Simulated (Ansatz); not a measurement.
# HfNH3+ (doublet): wave-function methods side by side, def2-TZVPP

An exercise on one series of results from a longer session: the logs are not shown, and one member is left open.

The runs use Ansatz 0.2.0, Gaussian basis; def2-TZVPP, core rule «outside noble gas», up to 5 orbitals frozen.

Plan: UHF; CCSD(T) on ROHF; CCSD(T) on UHF; CCSDT(Q) on ROHF; CCSDT(Q) on UHF.

4 further runs of the same task are left out: 1 for a known fault of the program, 3 set aside as unsound or not needed.

**The geometry**

The geometry is a PBE0/def2-TZVP stationary point (not a proven minimum) of the parent state, kept for this charge and spin. No spin-orbit coupling is included. Elements past krypton take def2 core potentials.

5 atoms, charge 1, spin multiplicity 2.

Atoms are counted from 1 here; the program's logs count them from 0.

Bond lengths: Hf1–N2 2.287 Å, N2–H3 1.022 Å, N2–H4 1.022 Å, N2–H5 1.022 Å. Angles: Hf1–N2–H3 112.8°, Hf1–N2–H4 112.8°, Hf1–N2–H5 112.8°, H3–N2–H4 105.9°, H3–N2–H5 105.9°, H4–N2–H5 105.9°.

Set-up of the first run:

Input file in.yaml:

```yaml
crystal:
  periodic: [false, false, false]
  atoms:
    - {symbol: Hf, position_ang: [-0.205366, 0.001455, 0.001185]}
    - {symbol: N, position_ang: [2.081933, -0.014754, -0.012017]}
    - {symbol: H, position_ang: [2.471954, -0.958912, -0.010016]}
    - {symbol: H, position_ang: [2.486655, 0.456791, 0.798786]}
    - {symbol: H, position_ang: [2.477192, 0.449427, -0.831689]}
basis:
  gaussian: {orbitals: def2-TZVPP}
total_charge: 1
magnetization: {spin_polarized: true, initial_magnetization: 1}
hamiltonian: {xc: hf}
output: {orbitals: {seedname: orbitals}}
```

Launch:

```console
$ ansatz run in.yaml --threads 1 --pin off --events-out ev --progress --plain --max-ram 3968MiB --backend cpu
```

Among the steps run: UHF; CCSD(T) on ROHF; CCSD(T) on UHF; CCSDT(Q) on ROHF; CCSDT(Q) on UHF.

One table of the session follows, with a row left open; its other results are not shown here.

```
   method  from RCCSDT(Q) (kcal/mol)
     ROHF                    +197.66
     RMP2                     +22.48
     UMP2                     +23.30
    RCCSD                      +7.94
    UCCSD                      +6.86
 RCCSD(T)                      +1.05
 UCCSD(T)                      +0.18
   RCCSDT                      +0.31
   UCCSDT                          ?
RCCSDT(Q)                          0
UCCSDT(Q)                      -0.79
```

Estimate the missing values for UCCSDT.

As computed: from RCCSDT(Q) (kcal/mol): -0.48. In the column «from RCCSDT(Q) (kcal/mol)» it lies between UCCSDT(Q) (-0.79) and RCCSDT(Q) (0).

Left out of the table: UHF (another determinant or state than the rows shown).

To keep in mind: The determinant is far from a pure spin state, so its energy mixes those of several spin states (harmless only where they are near-degenerate, as at dissociation). Warnings: spin contamination; coupled cluster took another determinant than the lowest. Restricted and unrestricted rows rest on different reference determinants; where their highest levels disagree by more than a few hundredths of an eV, they describe different states and don't form one ladder.
